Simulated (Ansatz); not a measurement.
# GeHSClF radical: an energy map over bond length Ge2–Cl4 and angle F1–Ge2–Cl4

The runs use Ansatz 0.2.0; UKS B3LYP-D4/def2-SVP.

**1. The system as given**

SMILES `[F][Ge]([SH])[Cl]`, 5 atoms, charge 0, spin multiplicity 2.

Atoms are counted from 1 here; the program's logs count them from 0.

Bond lengths: F1–Ge2 1.764 Å, Ge2–S3 2.275 Å, Ge2–Cl4 2.203 Å, S3–H5 1.364 Å. Angles: F1–Ge2–S3 104.2°, F1–Ge2–Cl4 106.6°, S3–Ge2–Cl4 111.1°, Ge2–S3–H5 90.7°.

As a file:

```xyz
5
ClFGeHS
F    -1.1546   -0.8725    1.5930
Ge    0.0304   -0.7627    0.2908
S     0.8444    1.3551    0.4528
Cl   -1.0780   -1.0437   -1.5927
H     1.4078    1.2501   -0.7853
```

This geometry comes from a loose relaxation at PBE in a small basis, which is not shown.

**3. The grid**

The axes are (1) bond length Ge2–Cl4: 9 values from 1.847 to 2.858 Å; (2) angle F1–Ge2–Cl4: 9 values from 71.1 to 141.1 °.

Nothing else is relaxed (all other coordinates rigid). Energies count from the relaxed molecule at the same level. Points are written as (first, second).

(The set-up runs are not shown.)

**4. Point (2.226 Å, 106.1°)**

Input file input.yaml:

```yaml
crystal:
  periodic: [false, false, false]
  atoms:
    - { symbol: F, position_ang: [-1.144306, -0.866756, 1.578615] }
    - { symbol: Ge, position_ang: [0.027559, -0.764639, 0.282143] }
    - { symbol: S, position_ang: [0.832303, 1.352787, 0.445782] }
    - { symbol: Cl, position_ang: [-1.11308, -1.063372, -1.605919] }
    - { symbol: H, position_ang: [1.43252, 1.264419, -0.766046] }
magnetization:
  spin_polarized: true
  initial_magnetization: 1
basis:
  gaussian: { orbitals: def2-SVP }
hamiltonian:
  xc: { name: B3LYP }
  dispersion: d4
output:
  forces: true
```

Command:

```sh
> ansatz run input.yaml --threads 1 --pin off --max-ram 2560MiB --backend cpu --events-out ev --progress --plain --runs-dir out
```

Q: Estimate wall time and peak memory on 1 thread of Arm Neoverse V2, shared host.

About 6.5 s, with a peak of 0.25 GiB.
